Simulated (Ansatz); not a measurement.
The system is ZrB.

```xyz
2
Lattice="0.0000 2.3250 2.3250 2.3250 0.0000 2.3250 2.3250 2.3250 0.0000" Properties=species:S:1:pos:R:3 pbc="T T T"
Zr    0.0000    0.0000    0.0000
B     2.3250    2.3250    2.3250
```

```yaml
Program: Ansatz 0.2.0
Task: relaxation of cell and atoms
Functional: PBE0
Potentials_or_basis: Ansatz PAW
Cutoff: "420 eV (not typed: the program's choice for these potentials)"
k_mesh: 5 × 5 × 5
Occupations: fermi-dirac, width 0.05 eV
Spin: no spin polarisation
```

At the start: volume 12.57 Å³/atom.

Task: Where does the relaxation end?

Result: It ends after 7 steps and the volume is 14.63 Å³/atom (+16.4 %); space group Fm-3m (No. 225, to 0.05 Å).

Step by step:
| step | energy change (eV) | largest force (eV/Å) | volume (Å³) |
| --- | --- | --- | --- |
| 1 | 0.0000 | 0.0000 | 25.14 |
| 2 | -0.3904 | 0.0000 | 28.99 |
| 3 | -0.3913 | 0.0000 | 29.19 |
| 4 | -0.3913 | 0.0000 | 29.23 |
| 5 | -0.3951 | 0.0000 | 29.23 |
| 6 | -0.3951 | 0.0000 | 29.26 |
| 7 | -0.3951 | 0.0000 | 29.26 |

Final structure:
```
CELL_PARAMETERS angstrom
0.00000 2.44565 2.44565
2.44565 0.00000 2.44565
2.44565 2.44565 0.00000
ATOMIC_POSITIONS crystal
Zr 0.00000 0.00000 0.00000
B 0.50000 0.50000 0.50000
```

Caveat: the k mesh is coarse (spacing up to 0.47 Å⁻¹), so the values aren't converged, least of all with exact exchange; the volume moved by over 15 % at a fixed basis, so the end points are rough; the plane-wave basis is chosen anew once the cell has moved, so the energies of steps on either side of that aren't comparable; the volume moved by +16 % from the deposited cell, more than functionals usually miss; the PAW data sets come from PBE, with cores solved anew for the run's functional, which leaves a small shift of forces and pressure.
